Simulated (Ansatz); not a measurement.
Sb, space group Pm-3m, an equation of state with a fit

With Ansatz 0.2.0, Python API.

The cells in order, each with its output:

**Cell 1**
```python
import ansatz as az
import numpy as np
from scipy.optimize import curve_fit
```

**Cell 2**
```python
XC = "r2SCAN"
FILLING = "fermi_dirac"
WIDTH_EV = 0.05
KMESH = (9, 9, 9)
```

**Cell 3**
```python
vectors0 = np.array([
    [3.16, 0.0, 0.0],
    [0.0, 3.16, 0.0],
    [0.0, 0.0, 3.16],
])
sites = [
    ("Sb", [0.0, 0.0, 0.0]),
]
```

**Cell 4**
```python
def on_lattice(cell):
    crystal = az.Crystal(lattice=az.Lattice.of(cell))
    for symbol, position in sites:
        crystal = crystal.atom(symbol, position)
    return crystal
```

**Cell 5**
```python
def vinet(v, e0, v0, b0, b1):
    eta = (v / v0) ** (1 / 3)
    return e0 + 2 * b0 * v0 / (b1 - 1) ** 2 * (2 - (5 + 3 * b1 * (eta - 1) - 3 * eta) * np.exp(-1.5 * (b1 - 1) * (eta - 1)))

# scale the volume, keep shape and fractions
volumes, energies = [], []
for scale in np.linspace(0.88, 1.12, 7):
    cell = vectors0 * scale ** (1 / 3)
    calculation = (
        on_lattice(cell).calculation()
        .functional(XC)
        .basis(24 * az.Ha)
        .occupations(FILLING, width=WIDTH_EV)
        .kpoints(*KMESH)
    )
    r = calculation.run().report
    volumes.append(abs(np.linalg.det(cell)) / len(sites))
    energies.append(r["free_energy_ev"] / len(sites))
    print(f"V = {volumes[-1]:8.4f} A^3/atom  F = {energies[-1]:.5f} eV/atom")

guess = (min(energies), volumes[int(np.argmin(energies))], 0.5, 4.5)
(e0, v0, b0, b1), _ = curve_fit(vinet, np.array(volumes), np.array(energies), p0=guess, maxfev=20000)
print(f"Vinet fit: V0 = {v0:.4f} A^3/atom, B0 = {160.21766 * b0:.1f} GPa, B1 = {b1:.2f}")
print("largest residual", round(1000 * float(np.abs(vinet(np.array(volumes), e0, v0, b0, b1) - energies).max()), 3), "meV/atom")
```
Output:
```text
V =  27.7680 A^3/atom  F = -6499.05038 eV/atom
V =  29.0301 A^3/atom  F = -6499.06483 eV/atom
V =  30.2923 A^3/atom  F = -6499.05815 eV/atom
V =  31.5545 A^3/atom  F = -6499.03556 eV/atom
V =  32.8167 A^3/atom  F = -6499.00033 eV/atom
V =  34.0789 A^3/atom  F = -6498.95483 eV/atom
V =  35.3410 A^3/atom  F = -6498.90110 eV/atom
Vinet fit: V0 = 29.2275 A^3/atom, B0 = 57.8 GPa, B1 = 4.31
largest residual 0.233 meV/atom
```

A third-order Birch-Murnaghan fit through the 7 points (the script's own form differs a little) has its minimum at 29.23 Å³ an atom, 7.4 % below the typed cell, with a bulk modulus of 58 GPa. From that minimum the energy rises by 14.5 meV an atom on the compressed side and 163.8 meV on the expanded side. The window is off centre, so dB/dP is rough.

Notes:
- Absolute energies stand on the zero of these potentials, so only differences at equal settings mean something.
- For a metal this k-point mesh is coarse: on a finer one energies can move by several to tens of meV an atom and pressures by half a GPa or more, differences at one mesh by less.
- This isn't the structure that Sb takes at ambient conditions.
- It ran for 18 s on 1 thread of Arm Neoverse V1, on a shared host, peak memory 0.44 GiB.
